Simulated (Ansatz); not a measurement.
# CH₃BOS: one species, many methods

Aim: compute CH₃BOS with functionals from several rungs and with coupled cluster. The yardstick is the atomisation energy at the CCSD(T) limit.

The runs use Ansatz 0.2.0, Gaussian basis; functionals in def2-TZVPP, the program's frozen cores in correlated methods.

Levels to be run: LDA (SPW92), PBE-D4, revPBE-D4, BLYP-D4, r2SCAN-D4, B97M-V, PBE0-D4, B3LYP-D4, r2SCANh-D4, r2SCAN0-D4, HSE06-D4, BHLYP-D4, CAM-B3LYP-D4, LC-ωPBE, ωB97X-V, ωB97M-V, B2PLYP, PBE-QIDH; CCSD(T)/def2-SVP; CCSD(T)/def2-TZVPP; MP2/def2-QZVPP; extrapolation to the limit; RPA on PBE.

### 1 Structure used throughout

All runs share one geometry, relaxed beforehand with PBE0-D4 in a triple-zeta def2 set.

SMILES `B1OCS1`, 7 atoms, charge 0, spin multiplicity 1.

Atoms are counted from 1 here; the program's logs count them from 0.

Bond lengths: B1–O2 1.369 Å, B1–S4 1.811 Å, B1–H5 1.188 Å, O2–C3 1.421 Å, C3–S4 1.836 Å, C3–H6 1.090 Å, C3–H7 1.090 Å. Angles: O2–B1–S4 99.3°, O2–B1–H5 126.5°, S4–B1–H5 134.2°, B1–O2–C3 95.5°, O2–C3–S4 96.2°, O2–C3–H6 111.4°, O2–C3–H7 111.4°, S4–C3–H6 112.8°, S4–C3–H7 112.8°, H6–C3–H7 111.5°, B1–S4–C3 69.0°.

### 2 LDA

This LDA is Slater exchange with PW92 correlation.

in.yaml reads:

```yaml
crystal:
  periodic: [false, false, false]
  atoms:
    - {symbol: B, position_ang: [-0.978183, 0.435431, -0.473644]}
    - {symbol: O, position_ang: [-0.307774, 0.575827, 0.712112]}
    - {symbol: C, position_ang: [0.743818, -0.321033, 0.381047]}
    - {symbol: S, position_ang: [0.123394, -0.745466, -1.294030]}
    - {symbol: H, position_ang: [-1.988830, 0.977642, -0.782599]}
    - {symbol: H, position_ang: [1.707403, 0.187915, 0.357434]}
    - {symbol: H, position_ang: [0.761470, -1.178316, 1.053979]}
basis:
  gaussian: {orbitals: def2-TZVPP}
hamiltonian: {xc: lda}
output: {orbitals: {seedname: orbitals}}
```

Command:

```
$ ansatz run in.yaml --threads 2 --pin off --events-out ev --progress --plain --max-ram 4352MiB
```

After this run come: PBE-D4 (GGA); revPBE-D4 (GGA); BLYP-D4 (GGA); r2SCAN-D4 (meta-GGA); B97M-V (meta-GGA); PBE0-D4 (hybrid); B3LYP-D4 (hybrid); r2SCANh-D4 (hybrid); r2SCAN0-D4 (hybrid); HSE06-D4 (hybrid); BHLYP-D4 (hybrid); CAM-B3LYP-D4 (range-separated); LC-ωPBE (range-separated); ωB97X-V (range-separated); ωB97M-V (range-separated); B2PLYP (double hybrid); PBE-QIDH (double hybrid); CCSD(T) in def2-SVP; CCSD(T) in def2-TZVPP; MP2 in def2-QZVPP; RPA on PBE orbitals.

Q: Predict the results of all the runs planned. Wanted: atomisation energy, CCSD(T)/CBS; farthest beyond LDA; mean size of error, GGA; mean size of error, meta-GGA; mean size of error, hybrid; mean size of error, range-separated; mean size of error, double hybrid; gap, smallest and largest; T1 diagnostic.

The runs gave:

| quantity | value |
| --- | --- |
| atomisation energy, CCSD(T)/CBS | 660.9 kcal/mol |
| functionals within 3.3 kcal/mol (0.5 %) | BLYP-D4, B3LYP-D4, r2SCANh-D4, CAM-B3LYP-D4, LC-ωPBE, PBE-QIDH |
| farthest beyond LDA | PBE-D4 (+24.5 kcal/mol) |
| mean size of error, GGA | 10.5 kcal/mol |
| mean size of error, meta-GGA | 7.9 kcal/mol |
| mean size of error, hybrid | 8.2 kcal/mol |
| mean size of error, range-separated | 4.5 kcal/mol |
| mean size of error, double hybrid | 3.3 kcal/mol |
| gap, smallest and largest | 5.21 eV (LDA (SPW92)), 12.37 eV (LC-ωPBE) |
| T1 diagnostic | 0.0152 |
| triples share of the correlation energy | 4.4 % |

LDA overbinds by 113.7 kcal/mol (17 %). PBE-D4 misses by +24.5 kcal/mol. Double hybrids carry the basis error of their MP2 part in triple zeta, and no dispersion term here, so their miss is partly the set-up's. Taken by rung, double hybrid functionals do best (3.3 kcal/mol on average) and GGA ones worst beyond LDA (10.5 kcal/mol). The gap between the best rungs is small, so their order is not settled. Misses under about 3.3 kcal/mol are within the doubt on the reference itself, which lacks core-valence correlation, relativity and higher excitations. Hartree-Fock recovers 72 % of the binding; the rest is correlation. CCSD(T) in def2-SVP is off by -33.8 kcal/mol, more than most functionals: a good method in a small basis is no reference. The gap grows from 5.2 to 12.4 eV across the functionals, mostly with the share of exact exchange.
